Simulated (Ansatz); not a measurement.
# Mg: the cost of one run

Method: DFT PBEsol, scalar-relativistic, plane waves, PAW, in Ansatz 0.2.0.

### 1 The system as given

The structure is trigonal, space group R-3m (No. 166). The conventional cell has a = 3.878 Å, b = 3.878 Å, c = 10.787 Å, α = 90.00°, β = 90.00°, γ = 120.00°. Mg (site symmetry 3m) is surrounded by 3 Mg at 2.60 Å.

Coordinates:

```cif
data_structure
_symmetry_space_group_name_H-M 'P 1'
_symmetry_Int_Tables_number 1
_cell_length_a 4.2356
_cell_length_b 4.2356
_cell_length_c 4.2356
_cell_angle_alpha 54.487
_cell_angle_beta 54.487
_cell_angle_gamma 54.487
_cell_volume 46.83
loop_
_atom_site_label
_atom_site_type_symbol
_atom_site_fract_x
_atom_site_fract_y
_atom_site_fract_z
_atom_site_occupancy
Mg1 Mg 0.22754 0.22754 0.22754 1
Mg2 Mg 0.77246 0.77246 0.77246 1
```

This is candidate A: grey arsenic (A7) type (R-3m, No. 166).

(A quick probe on a coarse mesh, which set the mesh and smearing, is not shown.)

### 3 Coarse relaxation (candidate A)

input.yaml reads:

```yaml
crystal:
  lattice:
    - [1.9389347649, 1.1194445085, 3.5955220567]
    - [-1.9389347649, 1.1194445085, 3.5955220567]
    - [0.0, -2.2388890169, 3.5955220567]
  atoms:
    - { symbol: Mg, position: [0.22754, 0.22754, 0.22754] }
    - { symbol: Mg, position: [0.77246, 0.77246, 0.77246] }
basis:
  ecutwfc: 420
kpoints:
  mp_grid: { grid: [6, 6, 6] }
hamiltonian:
  xc: pbesol
scf:
  occupations: { method: gaussian, width: 0.1 }
  lower_state_search: "off"
output:
  forces: true
  stress: true
  eigenvalues: true
relax:
  adjacent_minimum: "off"
  f_tol: 0.04
  max_steps: 70
  cell: { stress_tol: 0.4 }
```

Q: Estimate wall time and peak memory on 1 thread of an x86-64 CPU, shared host.

About 21 s, with a peak of 0.46 GiB.
